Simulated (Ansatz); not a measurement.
# CH7InSi: a ladder of functionals and wavefunction methods

One table from this session's results is given with a row withheld; the runs are named, their logs left out.

Program: Ansatz 0.2.0, Gaussian basis. Level of theory: functionals in def2-TZVPP, the program's frozen cores in correlated methods. These are calculated values, not measurements.

Levels to be run: LDA (SPW92), PBE-D4, revPBE-D4, BLYP-D4, r2SCAN-D4, B97M-V, PBE0-D4, B3LYP-D4, r2SCANh-D4, r2SCAN0-D4, HSE06-D4, BHLYP-D4, CAM-B3LYP-D4, LC-ωPBE, ωB97X-V, ωB97M-V, B2PLYP, PBE-QIDH; CCSD(T)/def2-SVP; CCSD(T)/def2-TZVPP; MP2/def2-QZVPP; extrapolation to the limit; RPA on PBE.

### The geometry

An earlier PBE0-D4 in a triple-zeta def2 set relaxation fixed the geometry. In takes the def2 core potential; no spin-orbit term is included.

SMILES `[SiH3][CH2][InH2]`, 10 atoms, charge 0, spin multiplicity 1.

Atoms are counted from 1 here; the program's logs count them from 0.

Bond lengths: Si1–C2 1.860 Å, Si1–H4 1.490 Å, Si1–H5 1.491 Å, Si1–H6 1.491 Å, C2–In3 2.161 Å, C2–H7 1.094 Å, C2–H8 1.093 Å, In3–H9 1.726 Å, In3–H10 1.726 Å. Angles: C2–Si1–H4 113.1°, C2–Si1–H5 110.4°, C2–Si1–H6 110.4°, H4–Si1–H5 107.7°, H4–Si1–H6 107.7°, H5–Si1–H6 107.3°, Si1–C2–In3 112.9°, Si1–C2–H7 109.3°, Si1–C2–H8 109.3°, In3–C2–H7 108.3°, In3–C2–H8 108.3°, H7–C2–H8 108.6°, C2–In3–H9 119.1°, C2–In3–H10 119.1°, H9–In3–H10 121.8°.

Set-up of the first run:

Contents of in.yaml:

```yaml
crystal:
  periodic: [false, false, false]
  atoms:
    - {symbol: Si, position_ang: [-1.169534, 0.396723, -0.839704]}
    - {symbol: C, position_ang: [0.045783, -0.820573, -0.131642]}
    - {symbol: In, position_ang: [1.485457, 0.100710, 1.190581]}
    - {symbol: H, position_ang: [-2.162888, -0.233358, -1.754740]}
    - {symbol: H, position_ang: [-0.455881, 1.457179, -1.606957]}
    - {symbol: H, position_ang: [-1.925317, 1.072502, 0.253287]}
    - {symbol: H, position_ang: [0.589527, -1.304082, -0.948048]}
    - {symbol: H, position_ang: [-0.495244, -1.587443, 0.429495]}
    - {symbol: H, position_ang: [1.125107, 0.215581, 2.874407]}
    - {symbol: H, position_ang: [2.963001, 0.702750, 0.533311]}
basis:
  gaussian: {orbitals: def2-TZVPP}
hamiltonian: {xc: lda}
output: {orbitals: {seedname: orbitals}}
```

Command:

```
> ansatz run in.yaml --threads 2 --pin off --events-out ev --progress --plain --max-ram 4352MiB
```

Among the steps run: LDA; PBE-D4 (GGA); revPBE-D4 (GGA); BLYP-D4 (GGA); r2SCAN-D4 (meta-GGA); B97M-V (meta-GGA); B3LYP-D4 (hybrid); r2SCANh-D4 (hybrid); r2SCAN0-D4 (hybrid); HSE06-D4 (hybrid); BHLYP-D4 (hybrid); CAM-B3LYP-D4 (range-separated); LC-ωPBE (range-separated); ωB97X-V (range-separated); ωB97M-V (range-separated); B2PLYP (double hybrid); PBE-QIDH (double hybrid).

One of the session's tables, all rows but one given; the rest of the session is left out.

It belongs to the step «Orbital energies across the functionals». 

| functional | HOMO (eV) | LUMO (eV) | gap (eV) |
| --- | --- | --- | --- |
| LDA (SPW92) | -6.61 | -2.76 | 3.86 |
| PBE-D4 | -6.48 | -2.48 | 4.00 |
| revPBE-D4 | -6.43 | -2.35 | 4.08 |
| BLYP-D4 | -6.34 | -2.45 | 3.89 |
| r2SCAN-D4 | -6.71 | -2.20 | 4.51 |
| B97M-V | -6.81 | -2.52 | 4.30 |
| PBE0-D4 | -7.59 | -1.74 | 5.85 |
| B3LYP-D4 | ? | ? | ? |
| r2SCANh-D4 | -7.12 | -1.94 | 5.18 |
| r2SCAN0-D4 | -7.75 | -1.58 | 6.17 |
| HSE06-D4 | -7.20 | -2.10 | 5.10 |
| BHLYP-D4 | -8.59 | -1.10 | 7.49 |
| CAM-B3LYP-D4 | -8.87 | -0.95 | 7.91 |
| LC-ωPBE | -10.20 | 0.17 | 10.37 |
| ωB97X-V | -9.85 | 0.02 | 9.86 |
| ωB97M-V | -9.72 | -0.28 | 9.43 |

**Question.** Estimate the row for B3LYP-D4.

Worked estimate for «HOMO (eV)». Against the share of exact exchange, BLYP-D4 (0, -6.34), BHLYP-D4 (0.5, -8.59) give a slope of -4.50 per unit share; at 0.2 the line stands at -7.24.

As computed: HOMO (eV): -7.38; LUMO (eV): -2.02; gap (eV): 5.36. In «HOMO (eV)» the line misses by +0.14.
